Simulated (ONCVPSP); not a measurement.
# Gd: generating and testing an ONCV potential

Task: generate the file, and judge it by its errors in other configurations, its logarithmic derivatives, its ghosts and its cutoff.

The numbers are computed with ONCVPSP 4.0.1.1 (patched build) (PBE, scalar-relativistic, spin-unpolarised reference atom).

### Step 1. The design

Typed settings, in words:

| Quantity | Value |
| --- | --- |
| element | gadolinium (Gd, Z = 64) |
| type | optimised norm-conserving Vanderbilt (ONCV) |
| frozen core | [Kr] 4d10 |
| valence charge | 18 |
| reference configuration | 4f7 5s2 5p6 5d1 (charge +2) |
| partial waves | 5s: rc 1.50 bohr, ncon 4, nbas 8, qcut 5.4 1/bohr, 3 projectors, debl 0.5 Ha; 5p: rc 1.55 bohr, ncon 4, nbas 8, qcut 4.5 1/bohr, 2 projectors, debl 2.8 Ha; 5d: rc 2.05 bohr, ncon 4, nbas 8, qcut 5.2 1/bohr, 2 projectors, debl 1.9 Ha; 4f: rc 1.10 bohr, ncon 4, nbas 9, qcut 18.4 1/bohr, 2 projectors, debl 0.4 Ha |
| local potential | polynomial inside 0.90 bohr (lpopt 1, dvloc0 -1 Ha) |
| core correction | polynomial model core, fcfact 0.45 |

The outer shells as boxes (Hund's rule for the drawing; the calculation is spin-unpolarised):

```
[Kr] core
4d [↑↓][↑↓][↑↓][↑↓][↑↓]
4f [↑ ][↑ ][↑ ][↑ ][↑ ][↑ ][↑ ]
5s [↑↓]
5p [↑↓][↑↓][↑↓]
5d [↑ ][  ][  ][  ][  ]
```

The nodes and maxima of the atom's own shells, from an earlier all-electron run, set the scale for the radii.

All-electron outer shells of the reference configuration (PBE, scalar-relativistic, ld1.x):

```
shell  level (eV)  outermost node (bohr)  outermost maximum (bohr)
   5s      -63.52                   0.65                      1.20
   5p      -40.98                   0.70                      1.35
   4f      -22.46                      –                      0.56
   5d      -15.18                   0.79                      1.88
   6s      -15.03                   1.58                      3.05
   6p      -10.73                   1.87                      3.78
```

### Step 2. The generation run

Gd.dat reads:

```
# ATOM AND REFERENCE CONFIGURATION
# atsym  z   nc   nv     iexc    psfile
  Gd 64.00    9    4        4      upf
#
#   n    l    f
    1    0    2.00
    2    0    2.00
    2    1    6.00
    3    0    2.00
    3    1    6.00
    3    2   10.00
    4    0    2.00
    4    1    6.00
    4    2   10.00
    4    3    7.00
    5    0    2.00
    5    1    6.00
    5    2    1.00
#
# PSEUDOPOTENTIAL AND OPTIMIZATION
# lmax
    3
#
#   l,   rc,      ep,       ncon, nbas, qcut
    0    1.50    0.00    4    8    5.40
    1    1.55    0.00    4    8    4.50
    2    2.05    0.00    4    8    5.20
    3    1.10    0.00    4    9   18.40
#
# LOCAL POTENTIAL
# lloc, lpopt,  rc(5),   dvloc0
    4    1    0.90   -1.00
#
# VANDERBILT-KLEINMAN-BYLANDER PROJECTORs
# l, nproj, debl
    0    3    0.50
    1    2    2.80
    2    2    1.90
    3    2    0.40
#
# MODEL CORE CHARGE
# icmod, fcfact, rcfact
    1    0.45    0.00
#
# LOG DERIVATIVE ANALYSIS
# epsh1, epsh2, depsh
   -4.00    5.00    0.02
#
# OUTPUT GRID
# rlmax, drl
    6.00    0.01
#
# TEST CONFIGURATIONS
# ncnf
    4
# nvcnf
#   n    l    f
    5
    4    3    7.00
    5    0    2.00
    5    1    6.00
    5    2    1.00
    6    0    2.00
#
    5
    4    3    7.00
    5    0    2.00
    5    1    6.00
    5    2    1.00
    6    0    1.00
#
    4
    4    3    7.00
    5    0    2.00
    5    1    6.00
    5    2    0.00
#
    5
    4    3    8.00
    5    0    2.00
    5    1    6.00
    5    2    0.00
    6    0    1.00
#
```

Started as:

```bash
$ oncvpsp.x < Gd.dat > Gd.out
```

What does the calculation give? Wanted: cutoffs for 1 and 0.1 mHa per electron, occupied waves; bound ghosts; GHOST(+) flags; largest test error; largest phase difference near zero energy, channels read; rms error of d²Exc/dn², without and with the model core; projector energies reset by the program.

As calculated:

| quantity | value |
| --- | --- |
| cutoffs for 1 and 0.1 mHa per electron, occupied waves | 124 Ha and 138 Ha |
| bound ghosts | none below the valence levels; a pole at negative energy in s is suspect |
| GHOST(+) flags | s at -50 eV, p at 109 eV (1 near or above the test basis's cutoff) |
| largest test error (AE − PS) | -174 meV, for 4f8 5s2 5p6 5d0 6s1 |
| largest phase difference near zero energy, channels read | 3.142 rad |
| rms error of d²Exc/dn², without and with the model core | 7.96 and 1.39 mHa |
| projector energies reset by the program | s: -2.334, 0.250, 0.750 Ha; f: -0.826, 0.250 Ha |

What this shows: By total energies transferability is poor: the largest error is 174 meV on 16.4 eV, for 4f8 5s2 5p6 5d0 6s1. The potential is very hard: the looser tolerance needs 124 Ha. At the looser tolerance the 4f wave is the slowest; 5p needs 69 Ha. The ghost test, which looks below the valence levels, finds nothing, but the pseudo curve has an extra pole at negative energy (s at -1.84 Ha): a spurious bound state among the atom's levels is likely, and the file can't be cleared. Near zero energy the largest phase difference among the channels read is 3.14 rad, in the s channel (at the energies tabulated). A step near π is an extra or missing state, not a misfit of shape. The pseudo curves have a pole with no partner nearby in the atom's: s at -1.84 Ha. The program also flags highly localised states, GHOST(+) (s, p). These are tests on the free atom; a crystal test is still owed.
